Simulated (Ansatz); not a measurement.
# Ta (Ta, beta-Sn type): the cost of one run

Method: DFT PBEsol, plane waves (420 eV) with PAW, scalar-relativistic; PAW files made under PBE, frozen cores solved again for the functional, in Ansatz 0.2.0.

## Step 1: Starting point

The structure is tetragonal, space group I4_1/amd (No. 141). The conventional cell has a = 5.179 Å, b = 5.179 Å, c = 2.828 Å, α = 90.00°, β = 90.00°, γ = 90.00°. Around Ta (site symmetry -4m2) lie 6 Ta at 2.68 to 2.83 Å.

Coordinates:

```
CELL_PARAMETERS angstrom
-2.58974 2.58974 1.41400
2.58974 -2.58974 1.41400
2.58974 2.58974 -1.41400
ATOMIC_POSITIONS crystal
Ta 0.00000 0.00000 0.00000
Ta 0.75000 0.25000 0.50000
```

## Step 2: Relaxing cell and atoms

Input file input.yaml:

```yaml
crystal:
  lattice:
    - [-2.5897358194, 2.5897358194, 1.4139957574]
    - [2.5897358194, -2.5897358194, 1.4139957574]
    - [2.5897358194, 2.5897358194, -1.4139957574]
  atoms:
    - { symbol: Ta, position: [0.0, 0.0, 0.0] }
    - { symbol: Ta, position: [0.75, 0.25, 0.5] }
hamiltonian:
  xc: pbesol
  pseudopotentials:
    kind: paw
    azcp:
      Ta: "pseudopotentials/Ta.paw.azcp"
basis:
  ecutwfc: 420
  fft_grid_basis: typed
kpoints:
  mp_grid: { grid: [13, 13, 9], shift: [0, 0, 0] }
magnetization:
  spin_polarized: false
scf:
  occupations: { method: fermi_dirac, width: 0.1 }
relax:
  max_steps: 60
  f_tol: 0.01
  cell: {}
```

Q: Estimate wall time and peak memory on 2 threads of Intel Xeon Platinum 8259CL at 2.50GHz (Skylake/Cascade Lake), shared host.

About 2.9 min, with a peak of 0.6 GiB.
